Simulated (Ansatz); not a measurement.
# Ti: the cost of one run

Program: Ansatz 0.2.0. Level of theory: DFT PBEsol, scalar-relativistic, plane waves, PAW. These are calculated values, not measurements.

26 further runs of the same task are left out: 26 set aside as unsound or not needed.

### 1 The structure to begin with

It takes space group Im-3m (No. 229, cubic). Conventional cell: a = 3.210 Å, b = 3.210 Å, c = 3.210 Å, α = 90.00°, β = 90.00°, γ = 90.00°. Ti (site symmetry m-3m) is surrounded by 8 Ti at 2.78 Å.

Coordinates:

```xyz
1
Lattice="-1.6050 1.6050 1.6050 1.6050 -1.6050 1.6050 1.6050 1.6050 -1.6050" Properties=species:S:1:pos:R:3 pbc="T T T"
Ti    0.0000    0.0000    0.0000
```

It is the result of an earlier relaxation at this level (volume 16.54 Å³/atom; gap on the mesh: none (metal)).

### 2 What is varied

The energy is mapped over volume and the cell's shape.

The axes are (1) volume per atom: 7 values from 13.89 to 19.18 Å³; (2) c/a of the conventional cell: 9 values from 0.861 to 1.566.

Nothing else is relaxed (symmetry fixes all fractional coordinates). Energies count from the relaxed crystal. Points are written as (first, second).

### 3 Grid point (13.89 Å³, 1.348)

input.yaml reads:

```yaml
crystal:
  lattice:
    - [-1.3707289715, 1.3707289715, 1.8482909452]
    - [1.3707289715, -1.3707289715, 1.8482909452]
    - [1.3707289715, 1.3707289715, -1.8482909452]
  atoms:
    - { symbol: Ti, position: [0.0, 0.0, 0.0] }
basis:
  ecutwfc: 520.0
kpoints:
  mp_grid: { grid: [22, 22, 22] }
hamiltonian:
  xc: pbesol
  pseudopotentials: { kind: paw, azcp: { folder: soft_1 } }
scf:
  occupations: { method: gaussian, width: 0.15 }
output:
  forces: true
  stress: true
  eigenvalues: true
```

On the command line:

```console
ansatz run input.yaml --threads 1 --pin off --max-ram 2048MiB --backend cpu --events-out ev --progress --plain --runs-dir out
```

What time and memory should one allow on 1 thread of Arm Neoverse N1, shared host?

About 16 s, with a peak of 0.43 GiB.
